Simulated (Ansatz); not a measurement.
# HfNbTe4: the cost of one run

Computed with Ansatz 0.2.0 (DFT PBE, scalar-relativistic, plane waves, PAW, unless a step's input says otherwise).

1 further run of the same task is left out (it didn't finish). Runs told in other sessions of the task aren't counted.

### 1 The structure to begin with

It takes space group P-3m1 (No. 164, trigonal). Conventional cell: a = 3.822 Å, b = 3.822 Å, c = 14.316 Å, α = 90.00°, β = 90.00°, γ = 120.00°. Around Hf (site symmetry -3m) lie 6 Te at 2.87 Å. Around Nb (site symmetry -3m) lie 6 Te at 2.84 Å. Te (site symmetry 3m) has 3 Hf at 2.87 Å in its first shell of neighbours. Around Te (site symmetry 3m) lie 3 Nb at 2.84 Å.

Structure file:

```cif
data_structure
_symmetry_space_group_name_H-M 'P-3m1'
_symmetry_Int_Tables_number 164
_cell_length_a 3.8222
_cell_length_b 3.8222
_cell_length_c 14.3161
_cell_angle_alpha 90.000
_cell_angle_beta 90.000
_cell_angle_gamma 120.000
_cell_volume 181.13
loop_
_atom_site_label
_atom_site_type_symbol
_atom_site_symmetry_multiplicity
_atom_site_Wyckoff_symbol
_atom_site_fract_x
_atom_site_fract_y
_atom_site_fract_z
_atom_site_occupancy
Hf1 Hf 1 b 0.00000 0.00000 0.50000 1
Nb1 Nb 1 a 0.00000 0.00000 0.00000 1
Te1 Te 2 d 0.66667 0.33333 0.62866 1
Te2 Te 2 d 0.66667 0.33333 0.12454 1
```

It is the end of an earlier relaxation with the same method, from a generated guess; it is a trial structure. At a tolerance of 0.05 Å it has space group P-3m1 (No. 164); it has 30.19 Å³/atom, an uncorrected energy of -0.60 eV/atom over the elements.

### 2 Static run: bands, density of states and charges

input.yaml

```yaml
crystal:
  lattice:
    - [3.8222310317, 0.0, 0.0]
    - [-1.9111155158, 3.3101491726, 0.0]
    - [0.0, 0.0, 14.3160769]
  atoms:
    - { symbol: Hf, position: [0.0, 0.0, 0.5] }
    - { symbol: Nb, position: [0.0, 0.0, 0.0] }
    - { symbol: Te, position: [0.6666666667, 0.3333333333, 0.628662] }
    - { symbol: Te, position: [0.6666666667, 0.3333333333, 0.124542] }
    - { symbol: Te, position: [0.3333333333, 0.6666666667, 0.875458] }
    - { symbol: Te, position: [0.3333333333, 0.6666666667, 0.371338] }
basis:
  ecutwfc: 420
kpoints:
  mp_grid: { grid: [12, 12, 4] }
  band_path:
    path:
      - [[0.0, 0.0, 0.0], [0.5, 0.0, 0.0], [0.33333333, 0.33333333, 0.0], [0.0, 0.0, 0.0], [0.0, 0.0, 0.5], [0.5, 0.0, 0.5], [0.33333333, 0.33333333, 0.5], [0.0, 0.0, 0.5]]
      - [[0.5, 0.0, 0.5], [0.5, 0.0, 0.0]]
      - [[0.33333333, 0.33333333, 0.5], [0.33333333, 0.33333333, 0.0]]
    npoints: 14
hamiltonian:
  xc: pbe
scf:
  occupations: { method: gaussian, width: 0.1 }
  n_extra_bands: 15
output:
  forces: true
  stress: true
  eigenvalues: true
  populations: true
  dos: { projected: true, de: 0.02, nscf_kmesh: { grid: [15, 15, 5] } }
  bader: true
```

The run is started by

```bash
> ansatz run input.yaml --threads 4 --pin off --max-ram 8192MiB --backend cpu --events-out ev --progress --plain --runs-dir out
```

**Question.** How long does this run take on 4 threads of Arm Neoverse V2, shared host, and how much memory does it need?

About 48 s, with a peak of 1.3 GiB.
